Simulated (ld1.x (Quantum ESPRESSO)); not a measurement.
**An ultrasoft potential for silicon, from input to tests**

Do these settings give a usable potential? It is generated, then checked for transferability, scattering, ghosts and hardness.

Program: ld1.x (Quantum ESPRESSO) 7.5. Reference atom: PBE, scalar-relativistic, spherical and spin-unpolarised. All values are calculated.

## (1) Starting point

Typed settings, in words:

- element: silicon (Si, Z = 14)
- type: ultrasoft
- frozen core: [He]
- valence charge: 12
- reference configuration: 2s2 2p6 3s2 3p0 (charge +2)
- partial waves: 2s (bound): rcut 0.80, rcutus 0.90 bohr; 3s (bound): rcut 0.80, rcutus 0.90 bohr; 2p (bound): rcut 0.75, rcutus 0.80 bohr; 3p (bound, empty): rcut 0.75, rcutus 0.80 bohr; 3d channel at 0.5 Ry: rcut 0.70, rcutus 0.80 bohr; 3d channel at 1.7 Ry: rcut 0.70, rcutus 0.80 bohr
- local potential: all-electron potential smoothed inside 0.70 bohr (lloc = -1)
- core correction: a·sin(br)/r model core, default radius (core density twice the valence density)
- augmentation charge: PSQ, radius 0.70 bohr

The nodes and maxima of the atom's own shells, from an earlier all-electron run, set the scale for the radii.

All-electron outer shells of the reference configuration (PBE, scalar-relativistic, ld1.x):

```
shell  level (eV)  outermost node (bohr)  outermost maximum (bohr)
   2s     -160.80                   0.15                      0.45
   2p     -116.91                      –                      0.39
   3s      -28.54                   0.71                      1.69
   3p      -20.50                   0.71                      1.91
   3d      -10.70                      –                      2.46
   4f       -3.93                      –                      5.97
```

## (2) Generating the potential

Si.in

```
 &input
   title='Si', zed=14., rel=1, dft='PBE', iswitch=3,
   config='[Ne] 3s2 3p0 3d-2',
   nld=3, rlderiv=1.00, eminld=-14.0, emaxld=5.0, deld=0.04
 /
 &inputp
   pseudotype=3, tm=.true., lloc=-1, rcloc=0.70,
   nlcc=.true.,
   which_augfun='PSQ', rmatch_augfun=0.70,
   file_pseudopw='Si.UPF', file_wfcaegen='ae.wfc', file_wfcncgen='nc.wfc', file_beta='beta', file_chi='chi', file_wfcusgen='us.wfc'
 /
6
2S  1  0   2.00   0.00  0.80  0.90  0.0
3S  2  0   2.00   0.00  0.80  0.90  0.0
2P  2  1   6.00   0.00  0.75  0.80  0.0
3P  3  1   0.00   0.00  0.75  0.80  0.0
3D  3  2  -2.00   0.50  0.70  0.80  0.0
3D  3  2  -2.00   1.70  0.70  0.80  0.0
 &test
   configts(1)='2s2 2p6 3s2 3p0'
 /
```

Run with:

```sh
ld1.x < Si.in > Si.out
```

The output, Si.out (without the banner and most projector matrices):

```text
     Program LD1 v.7.5
     --------------------------- All-electron run ----------------------------

     Si
     scalar relativistic calculation

     atomic number is 14.00
     dft =PBE   lsd =0 sic =0 latt =0  beta=0.20 tr2=1.0E-14
     Exchange-correlation= PBE
                           (   1   4   3   4   0   0   0)
     mesh =1141 r(mesh) = 100.57892 a.u. xmin = -7.00 dx = 0.01250
     1 Ry =  13.60569312 eV, c = 137.03599908

     n l     nl                  e(Ry)          e(Ha)          e(eV)
     1 0     1S 1( 2.00)      -132.8739       -66.4370     -1807.8422
     2 0     2S 1( 2.00)       -11.8188        -5.9094      -160.8036
     2 1     2P 1( 6.00)        -8.5927        -4.2964      -116.9098
     3 0     3S 1( 2.00)        -2.0973        -1.0487       -28.5359
     3 1     3P 1( 0.00)        -1.5070        -0.7535       -20.5040

     final scf error:  3.2E-15 reached in  24 iterations

     Etot =    -577.930541 Ry,    -288.965271 Ha,   -7863.145587 eV

     Ekin =     579.445667 Ry,     289.722833 Ha,    7883.759920 eV
     Encl =   -1361.584152 Ry,    -680.792076 Ha,  -18525.296135 eV
     Eh   =     244.489563 Ry,     122.244782 Ha,    3326.449973 eV
     Exc  =     -40.281619 Ry,     -20.140809 Ha,    -548.059345 eV

     normalization and overlap integrals

     s(1S/1S) =  1.000000  <r> =   0.1113  <r2> =    0.0167  r(max) =   0.0723
     s(2S/2S) =  1.000000  <r> =   0.5672  <r2> =    0.3844  r(max) =   0.4543
     s(2P/2P) =  1.000000  <r> =   0.5362  <r2> =    0.3626  r(max) =   0.3861
     s(3S/3S) =  1.000000  <r> =   1.9514  <r2> =    4.3633  r(max) =   1.6878
     s(3P/3P) =  1.000000  <r> =   2.2340  <r2> =    5.7808  r(max) =   1.9126

     ------------------------ End of All-electron run ------------------------

     --------------------- Generating US pseudopotential ---------------------

      Generating local potential from pseudized AE potential:
      Matching radius rcloc =   0.7000

      Local pseudo, rcloc= 0.695 Estimated cut-off energy=    48.48 Ry

      Computing core charge for nlcc:

       r > 0.16 : true rho core
       r < 0.16 : rho core = a sin(br)/r    a=  70.68  b=  15.75

      Integrated core pseudo-charge :   1.14
      Wfc-us  2S rcutus= 0.892  Estimated cut-off energy=    65.20 Ry
      Wfc-us  3S rcutus= 0.892  Estimated cut-off energy=   133.42 Ry
      Wfc-us  2P rcutus= 0.807  Estimated cut-off energy=   124.16 Ry
      Wfc-us  3P rcutus= 0.807  Estimated cut-off energy=   224.62 Ry
      Wfc-us  3D rcutus= 0.807  Estimated cut-off energy=   161.12 Ry
      Wfc-us  3D rcutus= 0.807  Estimated cut-off energy=   162.51 Ry

     Q pseudized with Bessel functions
     Expected ecutrho=     824.6313 due to l1=  2   l2=  2

     ------------------- End of pseudopotential generation -------------------

     [... the all-electron block is printed once more ...]


     Computing logarithmic derivative in   1.00472
     Computing logarithmic derivative in   1.00472
     Computing the partial wave expansion
     R is outside the sphere for l=    0 j= 0.00
     R is outside the sphere for l=    0 j= 0.00
     R is outside the sphere for l=    1 j= 0.00
     R is outside the sphere for l=    1 j= 0.00
     R is outside the sphere for l=    2 j= 0.00
     R is outside the sphere for l=    2 j= 0.00

     ---------------------- Testing the pseudopotential ----------------------

     Si
     scalar relativistic calculation

     atomic number is 14.00   valence charge is 12.00
     dft =PBE   lsd =0 sic =0 latt =0  beta=0.20 tr2=1.0E-14
     mesh =1141 r(mesh) = 100.57892 xmin = -7.00 dx = 0.01250

     n l     nl             e AE (Ry)        e PS (Ry)    De AE-PS (Ry)
     1 0     2S   1( 2.00)      -11.81885      -11.81862       -0.00023
     2 1     2P   1( 6.00)       -8.59271       -8.59251       -0.00020
     2 0     3S   1( 2.00)       -2.09735       -2.09728       -0.00006
     3 1     3P   1( 0.00)       -1.50702       -1.50694       -0.00007

     eps = 7.0E-16  iter =  6

     Etot =    -577.930541 Ry,    -288.965271 Ha,   -7863.145587 eV
     Etotps =  -204.971301 Ry,    -102.485650 Ha,   -2788.776618 eV

     Ekin =      82.959623 Ry,      41.479812 Ha,    1128.723177 eV
     Encl =    -398.574019 Ry,    -199.287009 Ha,   -5422.875787 eV
     Ehrt =     125.670493 Ry,      62.835246 Ha,    1709.834161 eV
     Ecxc =     -28.051512 Ry,     -14.025756 Ha,    -381.660269 eV
     (Ecc =      -5.966142 Ry,      -2.983071 Ha,     -81.173502 eV)
     Epseu=      13.024114 Ry,       6.512057 Ha,     177.202100 eV

     ---------------------- End of pseudopotential test ----------------------
```

Wall time 2.7 s (1 thread, shared host). This counts the later configuration tests of the new file too.

All-electron and pseudo partial waves u(r) = r·R(r), from the program's wave files:

```
r (bohr)    3p AE    3p PS   2p AE   2p PS
   0.045  -0.0381  -0.0133  0.1301  0.0236
   0.090  -0.1126  -0.0511  0.3862  0.0923
   0.135  -0.1891  -0.1072  0.6545  0.1997
   0.180  -0.2525  -0.1731  0.8867  0.3363
   0.225  -0.2973  -0.2385  1.0666  0.4900
   0.270  -0.3230  -0.2939  1.1929  0.6478
   0.315  -0.3308  -0.3319  1.2704  0.7970
   0.360  -0.3232  -0.3480  1.3068  0.9265
   0.405  -0.3029  -0.3413  1.3102  1.0278
   0.450  -0.2723  -0.3140  1.2884  1.0959
   0.495  -0.2339  -0.2706  1.2481  1.1294
   0.540  -0.1897  -0.2169  1.1947  1.1303
   0.585  -0.1413  -0.1581  1.1326  1.1033
   0.630  -0.0903  -0.0986  1.0653  1.0553
   0.675  -0.0378  -0.0407  0.9955  0.9936
   0.720   0.0153   0.0147  0.9251  0.9253
   0.765   0.0683   0.0682  0.8556  0.8557
   0.810   0.1204   0.1204  0.7882  0.7882
   0.855   0.1712   0.1712  0.7236  0.7236
   0.900   0.2204   0.2204  0.6622  0.6622
   0.945   0.2676   0.2676  0.6045  0.6045
   0.990   0.3126   0.3126  0.5505  0.5505
   1.035   0.3553   0.3553  0.5002  0.5002
   1.080   0.3955   0.3955  0.4537  0.4537
   1.125   0.4333   0.4333  0.4109  0.4109
   1.170   0.4685   0.4685  0.3715  0.3715
```

## (3) Testing the new file in other configurations

Si.test.in

```
 &input
   title='Si', zed=14., rel=1, dft='PBE', iswitch=2,
   config='[Ne] 3s2 3p0 3d-2'
 /
 &test
   file_pseudo='Si.UPF', nconf=8,
   configts(1)='2s2 2p6 3s2 3p0',
   configts(2)='2s2 2p6 3s2 3p2',
   configts(3)='2s2 2p6 3s2 3p1',
   configts(4)='2s2 2p6 3s1 3p0',
   configts(5)='2s2 2p6 3s0 3p0',
   configts(6)='2s2 2p6 3s2 3p1.5',
   configts(7)='2s1 2p6 3s2 3p2',
   configts(8)='2s2 2p6 3s1 3p3'
 /
```

Run with:

```sh
ld1.x < Si.test.in > Si.test.out
```

Si.test.out, the pseudopotential blocks:

```text
     ---------------------- Testing the pseudopotential ----------------------

     Si
     scalar relativistic calculation

     atomic number is 14.00   valence charge is 12.00
     dft =PBE   lsd =0 sic =0 latt =0  beta=0.20 tr2=1.0E-14
     mesh =1141 r(mesh) = 100.57892 xmin = -7.00 dx = 0.01250

     n l     nl             e AE (Ry)        e PS (Ry)    De AE-PS (Ry)
     1 0     2S   1( 2.00)      -11.81885      -11.81862       -0.00023
     2 1     2P   1( 6.00)       -8.59271       -8.59251       -0.00020
     2 0     3S   1( 2.00)       -2.09735       -2.09728       -0.00006
     3 1     3P   1( 0.00)       -1.50702       -1.50694       -0.00007

     eps = 7.1E-16  iter =  6

     Etot =    -577.930541 Ry,    -288.965270 Ha,   -7863.145587 eV
     Etotps =  -204.971301 Ry,    -102.485650 Ha,   -2788.776618 eV

     Ekin =      82.959623 Ry,      41.479812 Ha,    1128.723177 eV
     Encl =    -398.574019 Ry,    -199.287009 Ha,   -5422.875787 eV
     Ehrt =     125.670493 Ry,      62.835246 Ha,    1709.834161 eV
     Ecxc =     -28.051512 Ry,     -14.025756 Ha,    -381.660269 eV
     (Ecc =      -5.966142 Ry,      -2.983071 Ha,     -81.173502 eV)
     Epseu=      13.024114 Ry,       6.512057 Ha,     177.202100 eV

     ---------------------- End of pseudopotential test ----------------------

     ---------------------- Testing the pseudopotential ----------------------

     Si
     [...]
     n l     nl             e AE (Ry)        e PS (Ry)    De AE-PS (Ry)
     1 0     2S   1( 2.00)      -10.25310      -10.25378        0.00067
     2 1     2P   1( 6.00)       -7.02349       -7.02766        0.00417
     2 0     3S   1( 2.00)       -0.79473       -0.79461       -0.00011
     3 1     3P   1( 2.00)       -0.29996       -0.29998        0.00001

     eps = 4.4E-15  iter = 14

     Etot =    -579.674871 Ry,    -289.837436 Ha,   -7886.878407 eV
     Etotps =  -206.715683 Ry,    -103.357841 Ha,   -2812.510142 eV
     dEtot_ae =      -1.744330 Ry
     dEtot_ps =      -1.744382 Ry,   Delta E=       0.000052 Ry

     [...]
     ---------------------- End of pseudopotential test ----------------------

     ---------------------- Testing the pseudopotential ----------------------

     Si
     [...]
     n l     nl             e AE (Ry)        e PS (Ry)    De AE-PS (Ry)
     1 0     2S   1( 2.00)      -10.95141      -10.95173        0.00032
     2 1     2P   1( 6.00)       -7.72294       -7.72564        0.00270
     2 0     3S   1( 2.00)       -1.39899       -1.39889       -0.00010
     3 1     3P   1( 1.00)       -0.85670       -0.85669       -0.00001

     eps = 8.5E-15  iter =  9

     Etot =    -579.105988 Ry,    -289.552994 Ha,   -7879.138356 eV
     Etotps =  -206.146765 Ry,    -103.073383 Ha,   -2804.769625 eV
     dEtot_ae =      -1.175447 Ry
     dEtot_ps =      -1.175464 Ry,   Delta E=       0.000018 Ry

     [...]
     ---------------------- End of pseudopotential test ----------------------

     ---------------------- Testing the pseudopotential ----------------------

     Si
     [...]
     n l     nl             e AE (Ry)        e PS (Ry)    De AE-PS (Ry)
     1 0     2S   1( 2.00)      -12.92701      -12.92774        0.00073
     2 1     2P   1( 6.00)       -9.70312       -9.70132       -0.00181
     2 0     3S   1( 1.00)       -2.90231       -2.90261        0.00029
     3 1     3P   1( 0.00)       -2.26278       -2.26292        0.00014

     eps = 8.1E-15  iter =  8

     Etot =    -575.433693 Ry,    -287.716847 Ha,   -7829.174246 eV
     Etotps =  -202.474289 Ry,    -101.237144 Ha,   -2754.803041 eV
     dEtot_ae =       2.496848 Ry
     dEtot_ps =       2.497012 Ry,   Delta E=      -0.000164 Ry

     [...]
     ---------------------- End of pseudopotential test ----------------------

     ---------------------- Testing the pseudopotential ----------------------

     Si
     [...]
     n l     nl             e AE (Ry)        e PS (Ry)    De AE-PS (Ry)
     1 0     2S   1( 2.00)      -14.13950      -14.14227        0.00277
     2 1     2P   1( 6.00)      -10.91846      -10.91552       -0.00294
     2 0     3S   1( 0.00)       -3.69813       -3.69933        0.00119
     3 1     3P   1( 0.00)       -2.99961       -3.00047        0.00086

     eps = 9.3E-16  iter =  7

     Etot =    -572.114925 Ry,    -286.057463 Ha,   -7784.020107 eV
     Etotps =  -199.154759 Ry,     -99.577379 Ha,   -2709.638533 eV
     dEtot_ae =       5.815615 Ry
     dEtot_ps =       5.816542 Ry,   Delta E=      -0.000926 Ry

     [...]
     ---------------------- End of pseudopotential test ----------------------

     ---------------------- Testing the pseudopotential ----------------------

     Si
     [...]
     n l     nl             e AE (Ry)        e PS (Ry)    De AE-PS (Ry)
     1 0     2S   1( 2.00)      -10.57881      -10.57934        0.00052
     2 1     2P   1( 6.00)       -7.34964       -7.35324        0.00360
     2 0     3S   1( 2.00)       -1.08246       -1.08235       -0.00011
     3 1     3P   1( 1.50)       -0.56422       -0.56423        0.00001

     eps = 8.7E-15  iter = 15

     Etot =    -579.460145 Ry,    -289.730073 Ha,   -7883.956911 eV
     Etotps =  -206.500940 Ry,    -103.250470 Ha,   -2809.588416 eV
     dEtot_ae =      -1.529604 Ry
     dEtot_ps =      -1.529639 Ry,   Delta E=       0.000035 Ry

     [...]
     ---------------------- End of pseudopotential test ----------------------

     ---------------------- Testing the pseudopotential ----------------------

     Si
     [...]
     n l     nl             e AE (Ry)        e PS (Ry)    De AE-PS (Ry)
     1 0     2S   1( 1.00)      -12.28714      -12.27889       -0.00825  !
     2 1     2P   1( 6.00)       -9.11450       -9.07912       -0.03538  !
     2 0     3S   1( 2.00)       -1.63713       -1.63764        0.00051
     3 1     3P   1( 2.00)       -1.03063       -1.03014       -0.00050

     eps = 4.5E-15  iter = 14

     Etot =    -568.426500 Ry,    -284.213250 Ha,   -7733.836523 eV
     Etotps =  -195.469474 Ry,     -97.734737 Ha,   -2659.497682 eV
     dEtot_ae =       9.504041 Ry
     dEtot_ps =       9.501827 Ry,   Delta E=       0.002214 Ry

     [...]
     ---------------------- End of pseudopotential test ----------------------

     ---------------------- Testing the pseudopotential ----------------------

     Si
     [...]
     n l     nl             e AE (Ry)        e PS (Ry)    De AE-PS (Ry)
     1 0     2S   1( 2.00)      -10.37474      -10.37620        0.00145
     2 1     2P   1( 6.00)       -7.14434       -7.14980        0.00547  !
     2 0     3S   1( 1.00)       -0.84977       -0.84964       -0.00013
     3 1     3P   1( 3.00)       -0.34314       -0.34316        0.00002

     eps = 3.0E-16  iter = 11

     Etot =    -579.174028 Ry,    -289.587014 Ha,   -7880.064086 eV
     Etotps =  -206.214964 Ry,    -103.107482 Ha,   -2805.697513 eV
     dEtot_ae =      -1.243487 Ry
     dEtot_ps =      -1.243663 Ry,   Delta E=       0.000176 Ry

     [...]
     ---------------------- End of pseudopotential test ----------------------
```

The tests as a table, with energies relative to 2s2 2p6 3s2 3p0.

| valence configuration | charge | ΔE all-electron (eV) | error AE − PS (meV) |
| --- | --- | --- | --- |
| 2s2 2p6 3s2 3p2 | 0 | -23.733 | +0.7 |
| 2s2 2p6 3s2 3p1 | +1 | -15.993 | +0.2 |
| 2s2 2p6 3s1 3p0 | +3 | 33.971 | -2.2 |
| 2s2 2p6 3s0 3p0 | +4 | 79.125 | -13 |
| 2s2 2p6 3s2 3p1.5 | +0.5 | -20.811 | +0.5 |
| 2s1 2p6 3s2 3p2 | +1 | 129.309 | +30 |
| 2s2 2p6 3s1 3p3 | 0 | -16.919 | +2.4 |

## (4) Scattering by logarithmic derivatives

Taken from the files of the generation run. The phase is arctan(r·u′/u) with u = r·R, unwrapped, with energies in Ry. A pole is an energy at which the radial function vanishes at the test radius. The pseudo phase is shifted by a multiple of π to meet the all-electron one at the reference energy. Levels narrower than the energy grid can be missing from the poles. The last column is the largest difference on the grid between −1 and +1 Ry.

```tsv
channel	radius (bohr)	reference (Ry)	poles AE	poles PS	window around the reference with phases within 0.05 rad (Ry)	largest difference near zero (rad)
s	1.00	-2.10	-9.92	-9.92	the whole range	0.000
p	1.00	-1.51	-6.99	-6.99	the whole range	0.000
d	1.00	0.50	none	none	the whole range	0.000
```

Phases (rad) along the scan:

```
E (Ry)    s AE    s PS    p AE    p PS
-14.00   0.672   0.672   1.177   1.177
-13.04  -0.128  -0.128   1.127   1.127
-12.08  -1.056  -1.056   1.048   1.047
-11.12  -1.401  -1.401   0.894   0.893
-10.16  -1.547  -1.546   0.490   0.489
 -9.20  -1.628  -1.628  -0.600  -0.600
 -8.24  -1.682  -1.682  -1.297  -1.297
 -7.28  -1.724  -1.724  -1.530  -1.530
 -6.32  -1.758  -1.758  -1.641  -1.641
 -5.36  -1.790  -1.790  -1.711  -1.710
 -4.40  -1.820  -1.820  -1.762  -1.762
 -3.44  -1.851  -1.851  -1.806  -1.806
 -2.48  -1.884  -1.884  -1.848  -1.848
 -1.52  -1.920  -1.920  -1.890  -1.890
 -0.56  -1.961  -1.961  -1.935  -1.935
  0.40  -2.009  -2.009  -1.987  -1.987
  1.36  -2.068  -2.068  -2.049  -2.050
  2.32  -2.143  -2.142  -2.128  -2.128
  3.28  -2.239  -2.237  -2.230  -2.231
  4.24  -2.369  -2.365  -2.370  -2.372
```

## (5) Cutoff and ghost test in a Bessel basis

A separate test, outside the generator: the pseudo-atom's Hamiltonian at the reference potential is diagonalised in spherical Bessel functions j_l(qr) that vanish at 20 bohr, with q² up to the cutoff.

All-electron valence levels (Ry): 2s -11.8188, 3s -2.0974, 2p -8.5927, 3p -1.5070. The lowest levels of each channel (Ry) by cutoff; the last column sums, over occupied levels, occupation times the distance from the level at 400 Ry. A positive value at high cutoff is not a bound level.

```
cutoff (Ry)      s #1     s #2     p #1     p #2     d #1     f #1  Σ f·Δε (mRy)
          8   -8.7394  -1.5650  -2.8225  -0.7911  -0.7405  -0.2883       41844.7
         15  -10.4860  -1.8132  -4.4740  -1.0292  -0.7626  -0.2885       27946.3
         25  -11.4140  -1.9572  -6.2736  -1.2120  -0.7734  -0.2886       15004.5
         40  -11.7554  -2.0358  -7.6650  -1.3406  -0.7805  -0.2886        5816.1
         55  -11.8086  -2.0647  -8.2449  -1.4039  -0.7834  -0.2886        2172.9
         70  -11.8174  -2.0809  -8.4615  -1.4368  -0.7848  -0.2886         823.1
        100  -11.8183  -2.0950  -8.5802  -1.4747  -0.7860  -0.2886          81.1
        140  -11.8188  -2.0972  -8.5913  -1.4989  -0.7863  -0.2886           8.6
        200  -11.8188  -2.0973  -8.5923  -1.5068  -0.7864  -0.2886           2.4
        230  -11.8189  -2.0974  -8.5926  -1.5068  -0.7864  -0.2886           0.8
        300  -11.8189  -2.0974  -8.5926  -1.5070  -0.7864  -0.2886           0.4
        400  -11.8189  -2.0974  -8.5927  -1.5070  -0.7864  -0.2886           0.0
```

The sum stays within 10 mRy from 140 Ry and within 1 mRy from 230 Ry. The sum leaves out empty levels, which can need more. Ghost test: no level below the all-electron spectrum of its channel (s, p, d, f tested).

## (6) Summary of results

| quantity | value |
| --- | --- |
| cutoffs for 10 and 1 mRy, occupied levels | 140 Ry and 230 Ry |
| bound ghosts | none found |
| largest test error (AE − PS) | +30 meV, for 2s1 2p6 3s2 3p2 |
| largest phase difference near zero energy, channels read | 0.000 rad |
| lowest eigenvalue of the overlap (Bessel basis) | 0.077 (s) |
| density cutoff estimated by the generator | 825 Ry |

In words: By total energies transferability is fair: the largest error is 30 meV on 129.3 eV, for 2s1 2p6 3s2 3p2. That test lies far up in energy; among those under 40 eV, nearer to bonding, the largest error is 2.4 meV. The potential is very hard: the looser tolerance needs 140 Ry. The slowest occupied level is 2p: taken alone it needs 180 Ry to come within 1 mRy, against 120 Ry for 3s. It is free of bound ghosts as far as tested. Near zero energy the phases of the channels with partial waves agree within 0.001 rad. All of this concerns the isolated atom, not yet a solid.
